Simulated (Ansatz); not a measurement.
The same calculation of Hf, space group Fm-3m as a Python script and as an input file (Ansatz 0.2.0, Python API).

`run_scf.py`
```python
from collections import Counter

import ansatz as az
import numpy as np
from pymatgen.core import Structure

cell = (
    az.Lattice.of([0.0, 2.22, 2.22], [2.22, 0.0, 2.22], [2.22, 2.22, 0.0])
    .atom('Hf', [0.0, 0.0, 0.0])
)

model = (
    cell.calculation()
    .functional(az.Functional.LDA)
    .kpoints(9, 9, 9)
    .occupations('methfessel_paxton', width=100 * az.meV)
    .forces()
    .density_of_states(energy_step=0.05, projected=True)
    .density()
)
history = []
outcome = model.session().plan().execute(on_event=lambda event: history.append(event['data']['dr2_ev']) if event['event'] == 'scf_iter' else None)
report = outcome.report
print('density residual by iteration (eV):', ' '.join(f'{value:.1e}' for value in history[:40]))

for key in ('converged', 'n_iterations', 'n_electrons', 'n_kpoints', 'n_pw', 'n_symmetry_ops', 'free_energy_ev', 'fermi_energy_ev'):
    print(f'{key:18s} {report[key]}')

if outcome.unlabelled_reasons:
    print('not a label:', outcome.unlabelled_reasons)
else:
    print(outcome.training_frame().splitlines()[0], 'atoms in the frame')

dos = outcome.density_of_states()
energy = np.asarray(dos.energies_ev) - dos.fermi_ev
window = (energy > -10) & (energy < 4)
for index, site in enumerate(outcome.projected_density_of_states().sites):
    for shell in site.shells:
        if shell.l == 2:
            g = sum(np.sum(part.g_bin_mean_per_ev, axis=0) for part in shell.curves)[window]
            if g.sum() > 1e-6:
                centre = (g * energy[window]).sum() / g.sum()
                width = np.sqrt((g * (energy[window] - centre) ** 2).sum() / g.sum())
                print(f'site {index} {site.species} {shell.label}: centre {centre:.3f} eV, rms width {width:.3f} eV')

rho = outcome.density()
total = sum(ch.density_e_per_ang3 for ch in rho.channels[:2]) if len(rho.channels) < 3 else rho.channels[0].density_e_per_ang3
print('grid', rho.dims, 'electrons', round(float(total.mean() * rho.cell_volume_ang3), 4))
print(f'density range {total.min():.4f} to {total.max():.4f} e/A^3')
print(np.array2string(total[:: max(rho.dims[0] // 8, 1), :: max(rho.dims[1] // 8, 1), 0], precision=3, suppress_small=True))

final = Structure(outcome.lattice.cell_ang, [s.symbol for s in outcome.lattice.sites], [s.position_frac for s in outcome.lattice.sites])
shortest = {}
for site, neighbours in zip(final, final.get_all_neighbors(5.0)):
    for other in neighbours:
        pair = '-'.join(sorted((site.specie.symbol, other.specie.symbol)))
        shortest[pair] = min(shortest.get(pair, 9e9), other.nn_distance)
for pair, distance in sorted(shortest.items(), key=lambda item: item[1]):
    print(f'shortest {pair:6s} {distance:.4f} A')
```

```console
$ python run_scf.py
DeckWarning: basis.ecutwfc = 420 eV, auto-derived from the records' recommended cutoffs: set by Hf (normal level)
density residual by iteration (eV): 1.1e-03 4.2e-04 7.7e-05 1.1e-07 3.7e-09
converged          True
n_iterations       5
n_electrons        26.0
n_kpoints          35
n_pw               411
n_symmetry_ops     48
free_energy_ev     -15476.762000478408
fermi_energy_ev    19.92558914431731
1 atoms in the frame
site 0 Hf 5D: centre 0.268 eV, rms width 2.071 eV
grid (24, 24, 24) electrons 26.0
density range 0.1464 to 35.5911 e/A^3
[[35.591 18.26   2.632  0.315  0.196  0.315  2.632 18.26 ]
 [18.26   4.91   0.572  0.207  0.207  0.572  4.91  18.26 ]
 [ 2.632  0.572  0.22   0.189  0.22   0.572  2.632  4.91 ]
 [ 0.315  0.207  0.189  0.189  0.207  0.315  0.572  0.572]
 [ 0.196  0.207  0.22   0.207  0.196  0.207  0.22   0.207]
 [ 0.315  0.572  0.572  0.315  0.207  0.189  0.189  0.207]
 [ 2.632  4.91   2.632  0.572  0.22   0.189  0.22   0.572]
 [18.26  18.26   4.91   0.572  0.207  0.207  0.572  4.91 ]]
shortest Hf-Hf  3.1396 A
```
(Warnings from the package without file and line.)

`input.yaml`:
```yaml
crystal:
  lattice:
    - [0.0, 2.22, 2.22]
    - [2.22, 0.0, 2.22]
    - [2.22, 2.22, 0.0]
  atoms:
    - { symbol: Hf, position: [0.0, 0.0, 0.0] }
kpoints:
  mp_grid: { grid: [9, 9, 9] }
hamiltonian:
  xc: lda
scf:
  occupations: { method: methfessel_paxton, width: 0.1 }
output:
  write_density: true
  dos: { de: 0.05, projected: true }
  forces: true
```

On the command line:
```console
$ ansatz run input.yaml --threads 1 --pin off --max-ram 3072MiB --backend cpu --events-out ev --progress --plain --runs-dir out
Engine: ansatz 0.2.0, aarch64-unknown-linux-gnu
Pseudopotentials: kind: paw
Pseudopotential: Hf, paw, valence charge 26, recommended cutoff 420 eV (normal), Hf.paw.azcp
Functional definition: SPW92
  exchange = slater_x
  correlation = pw_c
Crystal: 1 atoms, lattice volume = 21.882 Å³
Basis set: ecut = 420 eV, 411 PW (Γ)
Bands: 17, of which v1, the nominal top of the filled ones, is band 13 counted from 1 (12 counted from 0)
Symmetry: 48 space group operations
Space group: Fm-3m (ITA 225), of the structure as read, at distance tolerance 2.8e-5 Å
k-points: 35 of 729
Non-local potential: Hf, projectors of the file, l = 0: 3, l = 1: 2, l = 2: 2, l = 3: 3
PAW form: soft (Blöchl's): semilocal exchange-correlation on the pseudo side does not see the compensation charge
PAW frozen core: Hf, regenerated for the run's functional, and the local potential with it (the file was generated under x = pbe(κ = 0.804, μ = 0.2195149727645171), c = pbe(β = 0.06672455060314922))
PAW one-centre angular grid: Hf, 590 points (default); XC on 64 Gauss nodes
Initial density: superposition of atomic densities (neutral atoms: chi_scale 0, normalization atom), corrected by the library's trained network
Initial wavefunctions: pseudopotential atomic-orbital guess
Functional: x = slater, c = lda
SCF iter   1: F=—  HF=-15476.762100 eV  |F-HF|=—  |Δ(HF+E_count)|=         —  Δρ=3.79e-3  dr2=1.07e-3  ethr=1.77e-3  ⟨swp⟩=4.9  Hψ=2483  notcnv=0
preconditioner: auto → none  [metal: Δε(μ)=0.023 eV  Ē_g=18.570 eV  σ=0.100 eV  W_gap=0.19  n_scr=8 (ndim 8)  ℏωp=38.9 eV  f_vac=0.000  D(μ)=3.37/eV (n_scr^D=58)  sad-step TF]
SCF iter   2: F=—  HF=-15476.761944 eV  |F-HF|=—  |Δ(HF+E_count)|=   1.56e-4  S|Δr|=    0.00e0  Δρ=2.25e-3  dr2=4.19e-4  ethr=4.12e-6  ⟨swp⟩=2.0  Hψ=1189  notcnv=0
SCF iter   3: F=—  HF=-15476.761987 eV  |F-HF|=—  |Δ(HF+E_count)|=   4.32e-5  S|Δr|=    0.00e0  Δρ=9.91e-4  dr2=7.65e-5  ethr=1.61e-6  ⟨swp⟩=2.0  Hψ=832  notcnv=0  defer=3
SCF iter   4: F=—  HF=-15476.762001 eV  |F-HF|=—  |Δ(HF+E_count)|=   1.37e-5  S|Δr|=    0.00e0  Δρ=4.12e-5  dr2=1.10e-7  ethr=2.94e-7  ⟨swp⟩=2.3  Hψ=777  notcnv=0  defer=3
SCF iter   5: F=-15476.762000 eV  HF=-15476.762000 eV  |F-HF|=3.86e-10  |Δ(HF+E_count)|=   1.42e-7  S|Δr|=    0.00e0  Δρ=6.93e-6  dr2=3.72e-9  ethr=3.85e-10  ⟨swp⟩=6.1  Hψ=2909  notcnv=0
SCF 1 converged in 5 iterations: F = -15476.762000 eV  dr2 = 3.72e-9
  greatest PAW one-centre occupation: 0.998 electrons in one spin orbital (limit 2), on the Hf atom at site 0 (counted from 0), in its partial waves of l = 3
SCF converged after 5 iterations
Stability not checked: this state was not tested for a lower state beside it, because cold or Methfessel-Paxton smearing, or corrected tetrahedra, fill the levels in a way that the test cannot read (fill_not_monotonic; see scf.lower_state_search)
Free energy (F): -15476.762000 eV
Harris-Foulkes:  -15476.762000 eV  (|F-HF|=3.86e-10)
Internal energy: -15476.758240 eV  (E = F + TS)
E sigma→0 (E₀):  -15476.761060 eV
Entropy (-TS):   -0.003761 eV (-3.761 meV/atom)
Fermi energy:    19.925589 eV
--- Per-component energies (eV) ---
  E_band       = 40.773005
  E_kinetic    = 425.579264
  E_local      = -5025.961787  (includes V_loc(G=0)·N_el)
  E_nonlocal   = -1232.834400
  E_hartree    = 2363.571163
  E_xc         = -297.718741
  E_vxc        = -266.740540  (∫ρ·V_xc dr)
  E_paw        = -6685.974564  (= ΣΔE_a)
  E_vpaw       = 1413.586653  (= ΣTr[D̂ρ^β])
  E_aug_tail   = -0.000001  (compensation charges beyond the density's cutoff)
  E_ewald      = -5025.876417
  E_core_change = 2.457243  (= ΣΔE_core)
  E_smearing   = -0.003761  (= −TS)
  E_closure    = -0.000000  (closes the sum)
  Σ components = -15476.762000   (vs F -15476.762000, Δ=0.00e0)
--- Forces (eV/Å), atoms counted from 1 ---
  atom   1  Hf    -0.00000000     0.00000000     0.00000000
  max |Σ_I F_I| component: 1.12e-30 eV/Å
--- Band table (eV; the first three rows and the last of 35) ---
  k-point 0: bands = ["-41.7966", "-10.0450", "-10.0450", "-10.0450", "8.1910", "8.2127", "8.2127", "8.2127", "8.2910", "8.2910", "8.2910", "12.6246", "21.2013", "21.2013", "21.2013", "24.0243", "24.0243"]
  k-point 1: bands = ["-41.7885", "-10.1547", "-10.0589", "-10.0589", "8.1971", "8.2116", "8.2176", "8.2176", "8.2820", "8.2820", "8.2913", "13.0609", "20.8063", "21.3989", "21.3989", "23.8318", "23.8318"]
  k-point 2: bands = ["-41.7680", "-10.4242", "-10.0939", "-10.0939", "8.1993", "8.2229", "8.2289", "8.2289", "8.2620", "8.2620", "8.2922", "14.2043", "20.1052", "21.6019", "21.6019", "23.8711", "23.8711"]
  k-point 34: bands = ["-41.7059", "-10.6772", "-10.5661", "-10.3503", "8.2169", "8.2267", "8.2350", "8.2399", "8.2462", "8.2547", "8.2762", "18.0451", "19.1441", "19.5859", "22.6928", "26.3879", "28.0738"]
```

Absolute energies stand on the zero of these potentials, so only differences at equal settings mean something. A total without «per atom» is that of the cell as typed. Spin is left out of this run. The mesh is modest for a metal, so energies can be off by several to tens of meV an atom and pressures by half a GPa or more; differences at equal mesh fare better. Only differences from the Fermi energy are physical; the zero of the scale is a convention. Projections exist only for the shells that the potentials hold, some of them semicore, and samples at single energies can miss narrow peaks. Spin-orbit coupling, which matters for elements this heavy, is left out. Grid values close to the nuclei reflect the PAW or pseudopotential construction, not the all-electron fields. This isn't the structure that Hf takes at ambient conditions. The computed bands are complete only to about 3.9 eV above the Fermi level; beyond that the density of states is undercounted. A band centre counts only the states inside the window taken. Wall time of the script: 1.7 s on 1 thread of Arm Neoverse V1, on a shared host, peak memory 0.35 GiB.
